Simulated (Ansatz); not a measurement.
# Gd2SO2: the cost of one run

Computed with Ansatz 0.2.0 (DFT LDA+U (U_eff = 3 eV on Gd f), plane waves, PAW, no spin–orbit coupling unless a run says so, unless a step's input says otherwise).

## Step 1: The system as given

The structure is trigonal, space group P-3m1 (No. 164). The conventional cell has a = 3.874 Å, b = 3.874 Å, c = 6.598 Å, α = 90.00°, β = 90.00°, γ = 120.00°. Gd (site symmetry 3m) is surrounded by 4 O at 2.31 Å and 3 S at 2.90 Å. O (site symmetry 3m) has 4 Gd at 2.31 Å as nearest neighbours. S (site symmetry -3m) has 6 Gd at 2.90 Å as nearest neighbours.

Coordinates:

```
CELL_PARAMETERS angstrom
3.87352 0.00000 0.00000
-1.93676 3.35457 0.00000
0.00000 0.00000 6.59755
ATOMIC_POSITIONS crystal
Gd 0.33333 0.66667 0.28000
Gd 0.66667 0.33333 0.72000
O 0.33333 0.66667 0.63000
O 0.66667 0.33333 0.37000
S 0.00000 0.00000 0.00000
```

Magnetic order typed: ferromagnetic.

## Step 2: From atoms, symmetry kept, no search

The input, input.yaml:

```yaml
crystal:
  lattice:
    - [3.87352254, 0.0, 0.0]
    - [-1.93676127, 3.35456892, 0.0]
    - [0.0, 0.0, 6.59754587]
  atoms:
    - { symbol: Gd, position: [0.3333333333, 0.6666666667, 0.28], spin: 7.0 }
    - { symbol: Gd, position: [0.6666666667, 0.3333333333, 0.72], spin: 7.0 }
    - { symbol: O, position: [0.3333333333, 0.6666666667, 0.63] }
    - { symbol: O, position: [0.6666666667, 0.3333333333, 0.37] }
    - { symbol: S, position: [0.0, 0.0, 0.0] }
basis:
  ecutwfc: 420
  ecutrho_ratio: 4
kpoints:
  mp_grid: { grid: [6, 6, 3] }
hamiltonian:
  xc: lda
  hubbard:
    sites: [{ site: 0, l: f, u_eff: 3.0 }, { site: 1, l: f, u_eff: 3.0 }]
scf:
  occupations: { method: gaussian, width: 0.05 }
  lower_state_search: "off"
  max_iter: 150
output:
  forces: true
  stress: true
  eigenvalues: true
  populations: true
  hubbard: { sites: [{ site: 0, l: f }, { site: 1, l: f }] }
magnetization:
  spin_polarized: true
```

The run is started by

```console
ansatz run input.yaml --threads 4 --pin off --max-ram 6144MiB --backend cpu --events-out ev --progress --plain --runs-dir out
```

Q: Estimate wall time and peak memory on 4 threads of Arm Neoverse V1, shared host.

About 4.3 s, with a peak of 0.52 GiB.
